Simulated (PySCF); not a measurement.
# SrGe+: bond curves at several levels of theory, part 2 of 2

PySCF 2.14.0; Sr def2-SVP with ECP28, Ge def2-SVP; scalar-relativistic core potentials. Earlier steps stand in the parts before.

## Step 11: ωB97X (range-separated hybrid)

Output of the SCF at 2.859 Å:

```text
[... 13 set-up lines left out, the same as in an earlier log ...]
max_memory 909 MB (current use 374 MB)
[... 3 set-up lines left out, the same as in an earlier log ...]
XC functionals = WB97X
    J.-D. Chai and M. Head-Gordon.,  J. Chem. Phys. 128, 084106 (2008)
[... 2 set-up lines left out, the same as in an earlier log ...]
init E= -2107.20168140549
cycle= 1 E= -2107.20441311079  delta_E= -0.00273  |g|= 0.0178  |ddm|= 0.213
cycle= 2 E= -2107.20477168456  delta_E= -0.000359  |g|= 0.00935  |ddm|= 0.0541
cycle= 3 E= -2107.20483765018  delta_E= -6.6e-05  |g|= 0.00412  |ddm|= 0.0167
cycle= 4 E= -2107.20487368945  delta_E= -3.6e-05  |g|= 0.00126  |ddm|= 0.0187
cycle= 5 E= -2107.20488011229  delta_E= -6.42e-06  |g|= 0.00051  |ddm|= 0.00857
cycle= 6 E= -2107.20488164786  delta_E= -1.54e-06  |g|= 0.000176  |ddm|= 0.00553
cycle= 7 E= -2107.20488187457  delta_E= -2.27e-07  |g|= 6.19e-05  |ddm|= 0.00214
cycle= 8 E= -2107.20488189692  delta_E= -2.24e-08  |g|= 1.59e-05  |ddm|= 0.000792
cycle= 9 E= -2107.20488189806  delta_E= -1.14e-09  |g|= 4.49e-06  |ddm|= 0.00014
cycle= 10 E= -2107.20488189816  delta_E= -9.69e-11  |g|= 1.68e-06  |ddm|= 2.99e-05
Extra cycle  E= -2107.20488189817  delta_E= -1.09e-11  |g|= 1.07e-06  |ddm|= 7.5e-06
converged SCF energy = -2107.20488189817  <S^2> = 3.7508742  2S+1 = 4.0004371
```

Re = 2.829 Å, ωe = 207.4 cm⁻¹, ωexe = 0.454 cm⁻¹, αe = 0.000154 cm⁻¹, Be = 0.05247 cm⁻¹, De = 1.31 eV, μ = -10.30 D.

## Step 12: UHF (mean field)

Log of the SCF at 2.859 Å:

```text
******** <class 'pyscf.scf.uhf_symm.SymAdaptedUHF'> ********
method = SymAdaptedUHF
[... 13 set-up lines left out, the same as in an earlier log ...]
Overwritten attributes  get_jk get_k get_j get_hcore get_occ  of <class 'pyscf.scf.uhf_symm.SymAdaptedUHF'>
<class 'pyscf.scf.uhf_symm.SymAdaptedUHF'> does not have attributes  refdm
[... 1 set-up line left out, the same as in an earlier log ...]
init E= -2105.23420652638
cycle= 1 E= -2105.24530754585  delta_E= -0.0111  |g|= 0.0671  |ddm|= 0.302
cycle= 2 E= -2105.24695176047  delta_E= -0.00164  |g|= 0.039  |ddm|= 0.135
cycle= 3 E= -2105.24740296827  delta_E= -0.000451  |g|= 0.00744  |ddm|= 0.0281
cycle= 4 E= -2105.24762278871  delta_E= -0.00022  |g|= 0.00379  |ddm|= 0.0369
cycle= 5 E= -2105.247709482  delta_E= -8.67e-05  |g|= 0.00151  |ddm|= 0.0276
cycle= 6 E= -2105.2477211502  delta_E= -1.17e-05  |g|= 0.000513  |ddm|= 0.0104
cycle= 7 E= -2105.2477224905  delta_E= -1.34e-06  |g|= 0.000185  |ddm|= 0.00342
cycle= 8 E= -2105.24772270046  delta_E= -2.1e-07  |g|= 9.42e-05  |ddm|= 0.00139
cycle= 9 E= -2105.24772276427  delta_E= -6.38e-08  |g|= 3.32e-05  |ddm|= 0.0011
cycle= 10 E= -2105.24772277193  delta_E= -7.67e-09  |g|= 4.86e-06  |ddm|= 0.000465
cycle= 11 E= -2105.24772277204  delta_E= -1.1e-10  |g|= 1.4e-06  |ddm|= 3.97e-05
Extra cycle  E= -2105.24772277205  delta_E= -8.19e-12  |g|= 8.26e-07  |ddm|= 5.5e-06
converged SCF energy = -2105.24772277205  <S^2> = 3.7543025  2S+1 = 4.0021507
```

Re = 2.927 Å, ωe = 188.8 cm⁻¹, ωexe = 0.614 cm⁻¹, αe = 0.000169 cm⁻¹, Be = 0.04899 cm⁻¹, De = 0.70 eV, μ = -11.65 D.

## Step 13: MP2 and coupled cluster

Reference: UHF; core orbitals frozen: 9; virtual orbitals above 20 hartree dropped in coupled cluster: 1. MP2 keeps all virtuals, so it differs from the MP2 energy in the coupled-cluster log.

Log of the coupled-cluster run at 2.859 Å:

```text
******** <class 'pyscf.cc.uccsd.UCCSD'> ********
CC2 = 0
CCSD nocc = (np.int64(13), np.int64(10)), nmo = (45, 45)
frozen orbitals [[0, 1, 2, 3, 4, 5, 6, 7, 8, 54], [0, 1, 2, 3, 4, 5, 6, 7, 8, 54]]
max_cycle = 80
direct = 0
conv_tol = 1e-07
conv_tol_normt = 1e-05
diis_space = 8
diis_start_cycle = 0
diis_start_energy_diff = 1e+09
max_memory 909 MB (current use 399 MB)
Init t2, MP2 energy = -0.241651719544289
Init E_corr(UCCSD) = -0.241651719545958
cycle = 1  E_corr(UCCSD) = -0.239504261597626  dE = 0.00214745795  norm(t1,t2) = 0.0689106
cycle = 2  E_corr(UCCSD) = -0.247301628797815  dE = -0.0077973672  norm(t1,t2) = 0.025198
cycle = 3  E_corr(UCCSD) = -0.247239577599606  dE = 6.20511982e-05  norm(t1,t2) = 0.0157219
cycle = 4  E_corr(UCCSD) = -0.248690896040009  dE = -0.00145131844  norm(t1,t2) = 0.00961138
cycle = 5  E_corr(UCCSD) = -0.248457184279868  dE = 0.00023371176  norm(t1,t2) = 0.00441181
cycle = 6  E_corr(UCCSD) = -0.248386477793289  dE = 7.07064866e-05  norm(t1,t2) = 0.00155434
cycle = 7  E_corr(UCCSD) = -0.248444322673549  dE = -5.78448803e-05  norm(t1,t2) = 0.000852797
cycle = 8  E_corr(UCCSD) = -0.248445863650254  dE = -1.54097671e-06  norm(t1,t2) = 0.000288524
cycle = 9  E_corr(UCCSD) = -0.248439110650178  dE = 6.75300008e-06  norm(t1,t2) = 0.000101005
cycle = 10  E_corr(UCCSD) = -0.248440261417255  dE = -1.15076708e-06  norm(t1,t2) = 3.78285e-05
cycle = 11  E_corr(UCCSD) = -0.248439903174413  dE = 3.58242842e-07  norm(t1,t2) = 1.38741e-05
cycle = 12  E_corr(UCCSD) = -0.248439900249306  dE = 2.92510702e-09  norm(t1,t2) = 4.11499e-06
UCCSD converged
E(UCCSD) = -2105.496162672302  E_corr = -0.2484399002493061
UCCSD(T) correction = -0.00709743976660574
```

Correlation energy (eV) along the bond:

```csv
R (Å),MP2,SCS-MP2,CCSD,CCSD(T),T1
2.459,-6.738,-6.070,n/a,n/a,n/a
2.573,-6.682,-6.019,-6.844,-7.036,0.014
2.688,-6.634,-5.976,-6.805,-6.997,0.014
2.773,-6.603,-5.948,-6.781,-6.973,0.015
2.859,-6.576,-5.924,-6.760,-6.954,0.016
2.945,-6.553,-5.903,-6.744,-6.938,0.016
3.059,-6.528,-5.880,-6.727,-6.924,0.017
3.202,-6.504,-5.858,-6.715,-6.913,0.018
3.374,-6.479,-5.840,-6.706,-6.904,0.017
3.602,-6.426,-5.820,n/a,n/a,n/a
```

UHF-MP2: Re = 2.878 Å, ωe = 195.4 cm⁻¹, ωexe = 0.572 cm⁻¹, αe = 0.000174 cm⁻¹, Be = 0.05067 cm⁻¹, De = 1.10 eV.

UHF-SCS-MP2: Re = 2.883 Å, ωe = 194.9 cm⁻¹, ωexe = 0.596 cm⁻¹, αe = 0.000175 cm⁻¹, Be = 0.05052 cm⁻¹, De = 0.94 eV.

UHF-CCSD: Re = 2.892 Å, ωe = 190.9 cm⁻¹, ωexe = 0.616 cm⁻¹, αe = 0.000181 cm⁻¹, Be = 0.05020 cm⁻¹, De = 1.02 eV.

UHF-CCSD(T): Re = 2.895 Å, ωe = 189.5 cm⁻¹, ωexe = 0.599 cm⁻¹, αe = 0.000182 cm⁻¹, Be = 0.05010 cm⁻¹, De = 1.07 eV.

## Step 14: All curves

Energy (eV) from each level's lowest point:

```csv
R (Å),UHF,UHF-MP2,UHF-SCS-MP2,UHF-CCSD,UHF-CCSD(T),PBE,r²SCAN,r²SCANh,B3LYP,PBE0,B97-3,ωB97X
2.459,0.974,0.799,0.814,n/a,n/a,0.704,0.703,0.698,0.741,0.683,0.737,0.646
2.573,0.488,0.370,0.380,0.391,0.393,0.323,0.319,0.313,0.345,0.303,0.338,0.270
2.688,0.196,0.126,0.131,0.139,0.141,0.109,0.104,0.100,0.120,0.094,0.113,0.071
2.773,0.073,0.034,0.036,0.040,0.041,0.029,0.025,0.023,0.034,0.021,0.029,0.008
2.859,0.012,0.000,0.000,0.000,0.000,0.000,0.000,0.000,0.000,0.000,0.000,0.000
2.945,0.000,0.010,0.008,0.004,0.003,0.010,0.015,0.018,0.007,0.020,0.013,0.035
3.059,0.039,0.074,0.070,0.059,0.056,0.067,0.082,0.089,0.061,0.092,0.080,0.131
3.202,0.145,0.205,0.198,0.178,0.173,0.186,0.216,0.227,0.175,0.230,0.215,0.301
3.374,0.311,0.396,0.381,0.353,0.348,0.367,0.416,0.433,0.349,0.432,0.418,0.542
3.602,0.509,0.648,0.601,n/a,n/a,0.627,0.705,0.726,0.591,0.715,0.699,0.860
```

The whole job (state search and all levels along the bond) took 2.2 min on 1 thread of Intel Xeon 6975P-C (shared host), peak memory 0.73 GiB.

## Step 15: Constants by level of theory

What follows sums up all 2 parts.

Lowest PBE0 solution found, without spin–orbit coupling: ⁴Σ⁻ (quartet), unpaired electrons σ ↑, π ↑↑. State 2 has its PBE0 minimum 0.34 eV higher. State 3 has its PBE0 minimum 0.53 eV higher, as a spin-mixed determinant (⟨S²⟩ = 1.76), so this is no gap between pure states. State 4 has its PBE0 minimum 0.57 eV higher, as a spin-mixed determinant (⟨S²⟩ = 1.76), so this is no gap between pure states. The other levels ran on the lowest alone.

```csv
level,Re (Å),ωe (cm⁻¹),De (eV),μ (D)
UHF,2.927,188.8,0.70,-11.65
UHF-MP2,2.878,195.4,1.10,n/a
UHF-SCS-MP2,2.883,194.9,0.94,n/a
UHF-CCSD,2.892,190.9,1.02,n/a
UHF-CCSD(T),2.895,189.5,1.07,n/a
PBE,2.877,183.7,1.62,-8.31
r²SCAN,2.866,191.3,1.69,-9.31
r²SCANh,2.861,193.6,1.63,-9.50
B3LYP,2.885,183.8,1.24,-8.76
PBE0,2.856,193.4,1.50,-9.19
B97-3,2.871,193.2,1.36,-9.54
ωB97X,2.829,207.4,1.31,-10.30
```

De is counted to Sr+ + Ge in their ground configurations. A positive dipole points from Sr to Ge; in an ion it is taken about the centre of mass and does not tell which atom is negative.

Differences from CCSD(T) in the same basis:

```
      level  Re (mÅ)  ωe (%)
        UHF      +33    -0.4
    UHF-MP2      -16    +3.1
UHF-SCS-MP2      -12    +2.9
   UHF-CCSD       -3    +0.7
        PBE      -18    -3.0
     r²SCAN      -29    +0.9
    r²SCANh      -34    +2.2
      B3LYP      -10    -3.0
       PBE0      -39    +2.1
      B97-3      -23    +2.0
      ωB97X      -66    +9.5
```

Time per point (s) on 1 thread of Intel Xeon 6975P-C, shared host (CPU time, shared integrals of 0.18 s apart; correlated levels include their reference; CCSD comes with the CCSD(T) run); the times are rough: UHF 0.13, UHF-MP2 0.22, UHF-SCS-MP2 0.22, PBE 0.51, r²SCAN 0.65, r²SCANh 0.68, B3LYP 0.62, PBE0 0.88, B97-3 0.42, ωB97X 0.71; the reference 5.6.

What this shows: Judged by CCSD(T) in the same basis: best bond length UHF-CCSD (-3 mÅ), worst ωB97X (-66 mÅ); best wavenumber UHF (-0.4 %), worst ωB97X (+9.5 %). CCSD(T) in a basis this small is itself some way from its limit, more so than the functionals. Among the levels with a De in the table, it runs from 0.70 eV (UHF) to 1.69 eV (r²SCAN).

Correlated steps freeze 9 core orbitals. Spin–orbit coupling is left out.
